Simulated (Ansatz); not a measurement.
# ZrC: the cost of one run

Computed with Ansatz 0.2.0 (DFT PBEsol, scalar-relativistic, unless a step's input says otherwise).

## 1. The system as given

It takes space group Fm-3m (No. 225, cubic). Conventional cell: a = 4.700 Å, b = 4.700 Å, c = 4.700 Å, α = 90.00°, β = 90.00°, γ = 90.00°. Zr (site symmetry m-3m) is surrounded by 6 C at 2.35 Å. C (site symmetry m-3m) is surrounded by 6 Zr at 2.35 Å.

Structure file:

```
Zr C
1.0
     0.00000    2.35021    2.35021
     2.35021    0.00000    2.35021
     2.35021    2.35021    0.00000
Zr C
1 1
Direct
  0.50000 0.50000 0.50000
  0.00000 0.00000 0.00000
```

Atoms are numbered in the order of the input: Zr1, C2.

## 2. The deformed structure

Space group Fm-3m before, R-3m after.

## 3. All-electron LAPW

input.yaml

```yaml
crystal:
  lattice:
    - [-0.0235021, 2.33845895, 2.33845895]
    - [2.33845895, -0.0235021, 2.33845895]
    - [2.33845895, 2.33845895, -0.0235021]
  atoms:
    - { symbol: Zr, position: [0.5, 0.5, 0.5] }
    - { symbol: C, position: [0.0, 0.0, 0.0] }
kpoints:
  mp_grid: { grid: [15, 15, 15] }
  band_path:
    path:
      - [0.0, 0.0, 0.0]
      - [0.5, 0.5, 0.5]
      - [0.2525443832, 0.5, 0.7474556168]
      - [-0.2525443832, 0.2525443832, 0.5]
      - [0.0, 0.0, 0.5]
      - [0.0, 0.0, 0.0]
      - [-0.3762721916, 0.0, 0.3762721916]
      - [0.0, 0.3762721916, 0.6237278084]
      - [0.0, 0.5, 0.5]
    npoints: 5
scf:
  occupations: { method: fermi_dirac, width: 0.05 }
hamiltonian:
  xc: pbesol
  pseudopotentials: { kind: all_electron, lapw: { basis_error: 0.0005 } }
output:
  forces: true
  stress: true
  eigenvalues: true
```

Started as:

```sh
ansatz run input.yaml --threads 1 --pin off --max-ram 3072MiB --backend cpu --events-out ev --progress --plain --runs-dir out
```

Q: Estimate wall time and peak memory on 1 thread of Intel Xeon Platinum 8488C (Sapphire Rapids), shared host.

About 52 s, with a peak of 0.83 GiB.
